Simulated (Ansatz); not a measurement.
# Y2C: energy and pressure over a range of volumes

An exercise on one series of results from a longer session: the logs are not shown, and one member is left open.

Computed with Ansatz 0.2.0 (DFT PBEsol, scalar-relativistic, unless a step's input says otherwise).

## Starting point

The structure is trigonal, space group R-3m (No. 166). Conventional cell: a = 3.625 Å, b = 3.625 Å, c = 17.964 Å, α = 90.00°, β = 90.00°, γ = 120.00°. Around Y (site symmetry 3m) lie 3 C at 2.49 Å. C (site symmetry -3m) is surrounded by 6 Y at 2.49 Å.

Coordinates:

```xyz
3
Lattice="1.8124 1.0464 5.9880 -1.8124 1.0464 5.9880 0.0000 -2.0928 5.9880" Properties=species:S:1:pos:R:3 pbc="T T T"
Y     0.0000    0.0000    4.6335
Y     0.0000    0.0000   13.3305
C     0.0000    0.0000    0.0000
```

Atoms are numbered in the order of the input: Y1, Y2, C3.

Set-up of the first run:

File input.yaml:

```yaml
crystal:
  lattice:
    - [1.7879240823, 1.0322584502, 5.9070711604]
    - [-1.7879240823, 1.0322584502, 5.9070711604]
    - [0.0, -2.0645169004, 5.9070711604]
  atoms:
    - { symbol: "Y", position: [0.25793, 0.25793, 0.25793] }
    - { symbol: "Y", position: [0.74207, 0.74207, 0.74207] }
    - { symbol: C, position: [0.0, 0.0, 0.0] }
kpoints:
  mp_grid: { grid: [11, 11, 11] }
  band_path:
    path:
      - [0.0, 0.0, 0.0]
      - [0.5, 0.5, 0.5]
      - [0.8129750465, 0.1870249535, 0.5]
      - [0.5, -0.1870249535, 0.1870249535]
      - [0.5, 0.0, 0.0]
      - [0.0, 0.0, 0.0]
      - [0.3435124768, -0.3435124768, 0.0]
      - [0.6564875232, 0.0, 0.3435124768]
      - [0.5, 0.0, 0.5]
    npoints: 5
scf:
  occupations: { method: fermi_dirac, width: 0.05 }
hamiltonian:
  xc: pbesol
  pseudopotentials: { kind: all_electron, lapw: { basis_error: 0.001 } }
output:
  forces: true
  stress: true
  eigenvalues: true
```

The run is started by

```
$ ansatz run input.yaml --threads 1 --pin off --max-ram 4096MiB --backend cpu --events-out ev --progress --plain --runs-dir out
```

Steps of the session up to this table: Volume × 0.96, LAPW; Volume × 0.96, PAW; Volume × 0.96, crystal datasets; Volume × 0.99, LAPW; Volume × 0.99, PAW; Volume × 0.99, crystal datasets; Volume × 1.02, LAPW; Volume × 1.02, PAW; Volume × 1.02, crystal datasets; Volume × 1.06, LAPW; Volume × 1.06, PAW; Volume × 1.06, crystal datasets.

One of the session's tables, all rows but one given; the rest of the session is left out.

It belongs to the step «The equation of state». 

| method | volume (Å³/atom) | pressure (GPa) | largest force (eV/Å) |
| --- | --- | --- | --- |
| LAPW | 21.804 | 0.53 | 0.235 |
| LAPW | 22.486 | -2.06 | 0.471 |
| LAPW | 23.167 | -4.32 | 0.681 |
| LAPW | 24.075 | -6.87 | 0.924 |
| PAW | 21.804 | 0.52 | 0.236 |
| PAW | 22.486 | ? | ? |
| PAW | 23.167 | -4.33 | 0.682 |
| PAW | 24.075 | -6.88 | 0.925 |
| crystal datasets | 21.804 | 0.53 | 0.235 |
| crystal datasets | 22.486 | -2.07 | 0.471 |
| crystal datasets | 23.167 | -4.32 | 0.681 |
| crystal datasets | 24.075 | -6.87 | 0.923 |

Q: Estimate the row for PAW, 22.486 from the others.

As computed: pressure (GPa): -2.07; largest force (eV/Å): 0.472.

To keep in mind: Shape and positions are held, so a fully relaxed modulus can be lower. Warnings in the runs' records: gradients without spin orbit, crystal datasets made.
